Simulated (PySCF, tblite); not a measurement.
# C₈H₆OSi: geometry, infrared bands and NMR shifts

What infrared bands and NMR shifts should C₈H₆OSi (`CC#C[SiH2]C#CC#CC=O`) show?

Programs: tblite 0.8.0 and PySCF 2.14.0, with density-fitted response routines of our own. Each step states its level of theory. These are calculated values for one molecule in the gas phase, unless marked as measured. Atoms count from 0, in the outputs and in this text.

## 1. The starting structure

16 atoms, charge 0, multiplicity 1; geometry from: force field or distance geometry start.

Bonds of the start (Å): C0–C1 1.47, C1–C2 1.20, C2–Si3 1.88, Si3–C4 1.86, C4–C5 1.21, C5–C6 1.54, C6–C7 1.19, C7–C8 1.44, C8–O9 1.23, C0–H10 1.10, C0–H11 1.09, C0–H12 1.10, Si3–H13 1.48, Si3–H14 1.49, C8–H15 1.09.

## 2. Geometry optimisation with GFN2-xTB

What the job is given:

```
{"job": {"kind": "relax", "xc": "GFN2-xTB", "basis": "xTB"}, "charge": 0, "multiplicity": 1}
C      4.245400     1.322400     0.793100
C      2.936400     0.820800     1.236500
C      1.886600     0.394800     1.620200
Si     0.215200    -0.246300     2.184400
C     -0.985500    -0.450400     0.782400
C     -1.761700    -0.575100    -0.137300
C     -2.746900    -0.732700    -1.305300
C     -3.512700    -0.856400    -2.208200
C     -4.434000    -1.012300    -3.307000
O     -5.578600    -1.424300    -3.120300
H      4.231300     1.486700    -0.289600
H      5.032800     0.613300     1.030400
H      4.467100     2.277900     1.290700
H     -0.351800     0.673500     3.199000
H      0.402700    -1.556300     2.866300
H     -4.054000    -0.726600    -4.287500
```

Command:

```sh
$ OMP_NUM_THREADS=1 python probes_run.py task.json out
```

The driver reads the jobs from task.json and runs them one after another.

**Question.** This job is followed by: GFN2-xTB harmonic vibrations, gas phase; GIAO PBE0/pcSseg-1 NMR shielding, non-relativistic, gas phase. Predict these results of the whole session: strongest single infrared mode (GFN2-xTB); zero-point energy (GFN2-xTB); ¹³C shifts against TMS (PBE0/pcSseg-1); ¹H shifts against TMS (PBE0/pcSseg-1, means over atoms taken as alike); ²⁹Si shifts against TMS (PBE0/pcSseg-1); ¹⁷O shifts against H2O (PBE0/pcSseg-1); surface potential, 1st and 99th percentile.

**Answer**, as computed:

| quantity | value |
| --- | --- |
| strongest single infrared mode (GFN2-xTB) | 1725 cm⁻¹, 646 km/mol |
| zero-point energy (GFN2-xTB) | 62.1 kcal/mol |
| ¹³C shifts against TMS (PBE0/pcSseg-1) | 181.1, 116.2, 103.1, 95.6, 89.8, 77.3, 75.3, 6.2 ppm |
| ¹H shifts against TMS (PBE0/pcSseg-1, means over atoms taken as alike) | 9.59, 4.84, 2.16 ppm |
| ²⁹Si shifts against TMS (PBE0/pcSseg-1) | -93.0 ppm |
| ¹⁷O shifts against H2O (PBE0/pcSseg-1) | 769.9 ppm |
| surface potential, 1st and 99th percentile | -1.52 V and 1.25 V |

**Reading.** Over 88 steps the energy fell by 0.705 eV; of the close pairs, C5–C6 changed most, 1.536 to 1.351 Å. All 42 modes are real, so the xTB geometry is a minimum. The strongest single mode, at 1725 cm⁻¹, moves mainly C8 and O9. GFN2-xTB is a fitted tight-binding method: band positions and strengths are rough. Its intensities can rank the bands wrongly. C8 (aldehyde carbonyl carbon) lies farthest downfield among carbon, at 181.1 ppm; the double bond to the heteroatom, with no lone-pair donor beside it, deshields it most. The most deshielded hydrogen is H15 (hydrogen on an aldehyde carbonyl carbon), at 9.59 ppm: the C=O anisotropy and electron withdrawal place aldehyde protons far downfield. At PBE0/pcSseg-1: The largest span, 1589 ppm, is at O9, where the paramagnetic term is -826 ppm. At PBE0/pcSseg-1, counted by nearest atom on the grid, the HOMO lies on C4, C7 about 23 % each; C5, C6 about 13 % each, the LUMO on O9 20 %; C4, C6, C8 about 18 % each.
